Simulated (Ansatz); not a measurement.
# Sn: the cost of one run

Method: the levels named in each step, in Ansatz 0.2.0.

### 1 The system as given

As a file:

```xyz
1

Sn    0.0000    0.0000    0.0000
```

### 2 Single point, PBE0/def2-TZVPP

input.yaml

```yaml
crystal:
  periodic: [false, false, false]
  atoms:
    - { symbol: Sn, position_ang: [0.0, 0.0, 0.0] }
total_charge: 2
basis:
  gaussian: { orbitals: def2-TZVPP }
hamiltonian:
  xc: pbe0
```

On the command line:

```bash
$ ansatz run input.yaml --threads 1 --pin off --max-ram 2560MiB --backend cpu --events-out ev --progress --plain --runs-dir out
```

**Question.** How long does this run take on 1 thread of Intel Xeon at 2.50GHz (Skylake/Cascade Lake), shared host, and how much memory does it need?

About 1.1 s, with a peak of 0.089 GiB.
